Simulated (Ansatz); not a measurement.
# HfN (doublet): from Hartree-Fock to the top rungs, def2-SVP

One table from this session's results is given with a row withheld; the runs are named, their logs left out.

Program: Ansatz 0.2.0, Gaussian basis. Level of theory: def2-SVP, core rule «outside noble gas», up to 5 orbitals frozen. These are calculated values, not measurements.

To be run: UHF; CCSD(T) on ROHF; CCSD(T) on UHF; CISD; CCSDT(Q) on ROHF; CCSDT(Q) on UHF.

22 further runs of the same task are left out: 10 for a known fault of the program, 5 that didn't finish, 7 set aside as unsound or not needed.

### What is computed

The geometry is a PBE0/def2-TZVP stationary point (not a proven minimum). No spin-orbit coupling is included. Elements past krypton take def2 core potentials.

2 atoms, charge 0, spin multiplicity 2.

Atoms are counted from 1 here; the program's logs count them from 0.

Bond lengths: Hf1–N2 1.717 Å.

As a file:

```
Hf    0.0000    0.0000    0.0000
N     0.0000    0.0000    1.7165
```

The first run:

Contents of in.yaml:

```yaml
crystal:
  periodic: [false, false, false]
  atoms:
    - {symbol: Hf, position_ang: [0.000000, 0.000000, 0.000000]}
    - {symbol: N, position_ang: [0.000000, 0.000000, 1.716545]}
basis:
  gaussian: {orbitals: def2-SVP}
magnetization: {spin_polarized: true, initial_magnetization: 1}
hamiltonian: {xc: hf}
output: {orbitals: {seedname: orbitals}}
```

On the command line:

```
$ ansatz run in.yaml --threads 1 --pin off --events-out ev --progress --plain --max-ram 2393MiB
```

Among the steps run: UHF; CCSD(T) on ROHF; CCSD(T) on UHF; CISD; CCSDT(Q) on ROHF; CCSDT(Q) on UHF.

One table of the session follows, with a row left open; its other results are not shown here.

| method | from RCCSDT(Q) (kcal/mol) |
| --- | --- |
| ROHF | +176.55 |
| UHF | +174.52 |
| RMP2 | -5.80 |
| UMP2 | +3.05 |
| RCCSD | +11.72 |
| UCCSD | +11.54 |
| RCCSD(T) | +0.70 |
| UCCSD(T) | +1.13 |
| RCCSDT | +0.93 |
| UCCSDT | +0.73 |
| RCCSDT(Q) | 0 |
| UCCSDT(Q) | ? |

Q: Estimate the row for UCCSDT(Q) from the others.

The run gave: from RCCSDT(Q) (kcal/mol): -0.74. In the column «from RCCSDT(Q) (kcal/mol)» it lies between RMP2 (-5.80) and RCCSDT(Q) (0).

Not comparable, so not listed: CISD (they don't share determinant, frozen orbitals or solution with the rows shown, or repeat one).

With the free atoms at the same levels and basis (separate runs), the atomisation energy is 4.845 eV at RCCSDT(Q), 4.842 eV at RCCSD(T), 4.755 eV at UCCSD(T), 0.916 eV at ROHF.

Limits of these values: Restricted and unrestricted rows rest on different reference determinants; where their highest levels disagree by more than a few hundredths of an eV, they describe different states and don't form one ladder.
